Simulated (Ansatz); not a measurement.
Write a Python script for Ansatz's Python interface that makes a fixed-spin-moment curve of LiVO₂, space group P4/mmm. Settings (first run): PBEsol, PAW, the default cutoff (420 eV here), 7×7×6 k-points, Fermi-Dirac smearing of 0.15 eV, collinear spin.

```
Li V O
1.0
     3.02953    0.00000    0.00000
     0.00000    3.02953    0.00000
     0.00000    0.00000    3.91800
Li V O
1 1 2
Direct
  0.00000 0.00000 0.00000
  0.50000 0.50000 0.50000
  0.00000 0.00000 0.50000
  0.50000 0.50000 0.00000
```

Script `fsm_livo2.py`:
```python
# -*- coding: utf-8 -*-
"""Energy of LiVO2 against a locked total moment."""

import warnings

import ansatz as az

FUNCTIONAL = "pbesol"
KMESH = (7, 7, 6)
SMEARING = "fermi_dirac"
SIGMA = 0.15


def main():
    warnings.simplefilter("ignore", az.DeckWarning)

    structure = (
        az.Lattice.from_parameters(3.029525, 3.029525, 3.917998, alpha=90.0, beta=90.0, gamma=90.0)
        .atom("Li", (0.0, 0.0, 0.0))
        .atom("V", (0.5, 0.5, 0.5))
        .atom("O", (0.0, 0.0, 0.5))
        .atom("O", (0.5, 0.5, 0.0))
    )

    job = (
        structure.calculation()
        .functional(FUNCTIONAL)
        .kpoints(*KMESH)
        .occupations(SMEARING, width=SIGMA)
    )
    # a hard lock holds the total moment, with one Fermi level a spin
    rows = []
    for total in [0.0, 0.4, 0.9, 1.3, 1.8]:
        summary = job.spin("collinear", total=total, lock="hard").run().report
        up, down = summary["spin_fermi_energies_ev"]
        rows.append((total, summary["free_energy_ev"], up - down, summary["absolute_magnetization_mub"]))
    reference = rows[0][1]
    rows = [(m, 1000 * (e - reference), split, size) for m, e, split, size in rows]
    for row in rows:
        print("; ".join(f"{name} = {round(v, 4) if isinstance(v, float) else v}" for name, v in zip(["total muB", "F - F(0) meV", "EF up - down eV", "absolute muB"], row)))
    best = min(rows, key=lambda row: row[1])
    print(f"lowest at {best[0]} muB per cell, {best[1]:.1f} meV against the first point")


if __name__ == "__main__":
    main()
```

```console
$ python fsm_livo2.py
RunWarning: this spin-polarised run has no starting moment large enough to seed its density, and nothing else in its deck makes the two spin channels differ, so an SCF from that start keeps the [...]
total muB = 0.0; F - F(0) meV = 0.0; EF up - down eV = 0.0; absolute muB = 0.0
total muB = 0.4; F - F(0) meV = -9.4628; EF up - down eV = -0.0909; absolute muB = 0.4269
total muB = 0.9; F - F(0) meV = -41.6433; EF up - down eV = -0.1584; absolute muB = 0.9514
total muB = 1.3; F - F(0) meV = -75.0545; EF up - down eV = -0.1581; absolute muB = 1.3646
total muB = 1.8; F - F(0) meV = -71.7845; EF up - down eV = 0.3253; absolute muB = 1.8815
lowest at 1.3 muB per cell, -75.1 meV against the first point
```
(Warnings from the package without file and line, shortened.)

The lowest point lies at 1.3 μB a cell, 75.1 meV below the point at 0 μB; at 1.8 μB the energy is 3 meV above the lowest.

Notes:
- Absolute energies stand on the zero of these potentials, so only differences at equal settings mean something. A total without «per atom» is that of the whole cell that was run.
- For a metal this k-point mesh is coarse: on a finer one energies can move by several to tens of meV an atom and pressures by half a GPa or more, differences at one mesh by less.
- A Fermi-Dirac width this large means warm electrons, whose thermal share enters the free energy.
- With one magnetic atom the cell can hold only ferromagnetic order.
- Without a Hubbard U or exact exchange, semilocal functionals often make such 3d compounds metallic or too weakly gapped.
- This cell is a computed structure, which may not be the phase found in nature.
- Only points where the Fermi levels of the two spins meet (minima, maxima and zero moment) are free solutions; a shallow minimum can lie between the points.
- The script silences the warnings on its input, which a real study should read.
- Timing: 26 s on 1 thread of Arm Neoverse V2, on a shared host, peak memory 0.43 GiB.
